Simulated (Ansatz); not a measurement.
# Cl2Ga2H6N2: ionisation energy by level of theory

An exercise on one series of results from a longer session: the logs are not shown, and one member is left open.

The runs use Ansatz 0.2.0, Gaussian basis; unrestricted cation, the program's frozen cores in correlated methods.

The runs, in order: UKS PBE-D4/def2-TZVPP; UKS r2SCAN-D4/def2-TZVPP; UKS PBE0-D4/def2-TZVPP; UKS B3LYP-D4/def2-TZVPP; UKS wB97X-V/def2-TZVPP; UKS wB97M-V/def2-TZVPP; UKS B2PLYP/def2-TZVPP; UHF-CCSD(T)/def2-TZVPP; UHF-MP2/def2-QZVPP; extrapolation to the limit; then −ε(HOMO) from the neutral's earlier runs with LDA (SPW92), PBE-D4, revPBE-D4, BLYP-D4, r2SCAN-D4, B97M-V, PBE0-D4, B3LYP-D4, r2SCANh-D4, r2SCAN0-D4, HSE06-D4, BHLYP-D4, CAM-B3LYP-D4, LC-ωPBE, ωB97X-V, ωB97M-V.

## The relaxed structure

All runs share one geometry, relaxed beforehand with PBE0-D4 in a triple-zeta def2 set.

SMILES `[Cl][Ga@H-]1[NH2+][Ga@@H-]([Cl])[NH2+]1`, 12 atoms, charge 0, spin multiplicity 1.

Atoms are counted from 1 here; the program's logs count them from 0.

Bond lengths: Cl1–Ga2 2.170 Å, Ga2–N3 2.001 Å, Ga2–N6 2.001 Å, Ga2–H7 1.557 Å, N3–Ga4 2.001 Å, N3–H8 1.015 Å, N3–H9 1.013 Å, Ga4–Cl5 2.170 Å, Ga4–N6 2.001 Å, Ga4–H10 1.557 Å, N6–H11 1.015 Å, N6–H12 1.013 Å. Angles: Cl1–Ga2–N3 106.4°, Cl1–Ga2–N6 106.4°, Cl1–Ga2–H7 121.4°, N3–Ga2–N6 86.4°, N3–Ga2–H7 115.2°, N6–Ga2–H7 115.2°, Ga2–N3–Ga4 93.3°, Ga2–N3–H8 111.7°, Ga2–N3–H9 116.1°, Ga4–N3–H8 111.7°, Ga4–N3–H9 116.1°, H8–N3–H9 107.4°, N3–Ga4–Cl5 106.4°, N3–Ga4–N6 86.4°, N3–Ga4–H10 115.2°, Cl5–Ga4–N6 106.4°, Cl5–Ga4–H10 121.4°, N6–Ga4–H10 115.2° and more.

The first run:

in.yaml reads:

```yaml
crystal:
  periodic: [false, false, false]
  atoms:
    - {symbol: Cl, position_ang: [-1.763677, -1.779150, 1.645929]}
    - {symbol: Ga, position_ang: [0.043831, -1.371639, 0.516804]}
    - {symbol: N, position_ang: [0.686517, 0.428955, 1.109061]}
    - {symbol: Ga, position_ang: [0.272020, 1.285047, -0.651976]}
    - {symbol: Cl, position_ang: [-1.383867, 2.642067, -0.298972]}
    - {symbol: N, position_ang: [-0.536666, -0.470031, -1.173187]}
    - {symbol: H, position_ang: [1.153840, -2.449379, 0.346367]}
    - {symbol: H, position_ang: [0.111541, 0.806673, 1.855402]}
    - {symbol: H, position_ang: [1.650884, 0.480487, 1.414475]}
    - {symbol: H, position_ang: [1.511884, 1.718543, -1.487148]}
    - {symbol: H, position_ang: [-1.547837, -0.412873, -1.240695]}
    - {symbol: H, position_ang: [-0.198470, -0.878697, -2.036060]}
basis:
  gaussian: {orbitals: def2-TZVPP}
total_charge: 1
magnetization: {spin_polarized: true, initial_magnetization: 1}
hamiltonian: {xc: pbe, dispersion: d4}
```

Started as:

```console
$ ansatz run in.yaml --threads 2 --pin off --events-out ev --progress --plain --max-ram 32768MiB --backend cuda --devices 0, --max-vram 18GiB
```

Among the steps run: Cation, UKS PBE-D4/def2-TZVPP; Cation, UKS r2SCAN-D4/def2-TZVPP; Cation, UKS PBE0-D4/def2-TZVPP; Cation, UKS B3LYP-D4/def2-TZVPP; Cation, UKS wB97X-V/def2-TZVPP; Cation, UKS wB97M-V/def2-TZVPP; Cation, UKS B2PLYP (frozen core)/def2-TZVPP; Cation, UHF-CCSD(T)/def2-TZVPP; Cation, UHF-MP2/def2-QZVPP.

One table of the session follows, with a row left open; its other results are not shown here.

For comparison, −ε(HOMO) of the neutral from earlier runs:

```
  functional  −ε(HOMO) (eV)
 LDA (SPW92)              ?
      PBE-D4           6.84
   revPBE-D4           6.79
     BLYP-D4           6.69
   r2SCAN-D4           7.18
      B97M-V           7.29
     PBE0-D4           8.19
    B3LYP-D4           7.93
  r2SCANh-D4           7.68
  r2SCAN0-D4           8.42
    HSE06-D4           7.79
    BHLYP-D4           9.42
CAM-B3LYP-D4           9.54
     LC-ωPBE          10.93
     ωB97X-V          10.58
     ωB97M-V          10.41
```

Q: Estimate the row for LDA (SPW92) from the others.

The run gave: −ε(HOMO) (eV): 6.95. In the column «−ε(HOMO) (eV)» it lies between PBE-D4 (6.84) and r2SCAN-D4 (7.18).
